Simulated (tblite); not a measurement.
# C5H13FN2Si2: the cost of one run

Programs: tblite 0.8.0 and PySCF 2.14.0, with density-fitted response routines of our own. Each step states its level of theory. These are calculated values for one molecule in the gas phase, unless marked as measured. Atoms are numbered from 0 throughout.

### Step 1. The molecule as given

23 atoms, charge 0, multiplicity 1; geometry from: force field or distance geometry start.

Bonds of the start (Å): C0–N1 1.41, N1–C2 1.43, C2–C3 1.51, C2–C4 1.49, C2–Si5 1.86, Si5–C6 1.83, C6–N7 1.15, Si5–Si8 2.22, Si8–F9 1.68, C0–H10 1.13, C0–H11 1.12, C0–H12 1.07, N1–H13 1.03, C3–H14 1.11, C3–H15 1.13, C3–H16 1.10, C4–H17 1.13, C4–H18 1.12, C4–H19 1.09, Si5–H20 1.46, Si8–H21 1.48, Si8–H22 1.47.

### Step 2. Optimising the geometry with GFN2-xTB

The job: settings as JSON, then the geometry in Å.

```
{"job": {"kind": "relax", "xc": "GFN2-xTB", "basis": "xTB"}, "charge": 0, "multiplicity": 1}
C     -1.826900     1.452900    -0.484700
N     -1.301400     0.610700     0.516200
C     -0.473200    -0.481800     0.102400
C     -0.043600    -1.208400     1.356600
C     -1.118000    -1.495200    -0.775700
Si     1.098900     0.054300    -0.728200
C      2.264400    -1.342000    -0.539400
N      3.000600    -2.210000    -0.404000
Si     2.036700     1.800800     0.275400
F      3.583300     1.359800     0.752700
H     -1.869700     2.496300    -0.052200
H     -2.906700     1.204000    -0.672800
H     -1.257300     1.516300    -1.392100
H     -1.947600     0.416700     1.299200
H      1.048800    -1.099000     1.523100
H     -0.604500    -0.766700     2.236300
H     -0.340000    -2.267900     1.293400
H     -0.469600    -2.420700    -0.711600
H     -1.062400    -1.223900    -1.862400
H     -2.103900    -1.823100    -0.444400
H      0.842600     0.315200    -2.145000
H      1.294900     2.182000     1.495800
H      2.149900     2.956700    -0.628400
```

Run with:

```sh
> OMP_NUM_THREADS=1 python probes_run.py task.json out
```

This one command runs all jobs of the session in turn.

Q: Estimate the wall time and peak memory of this first job on 1 thread of Arm Neoverse V1, shared host.

About 2 s, with a peak of 0.24 GiB.
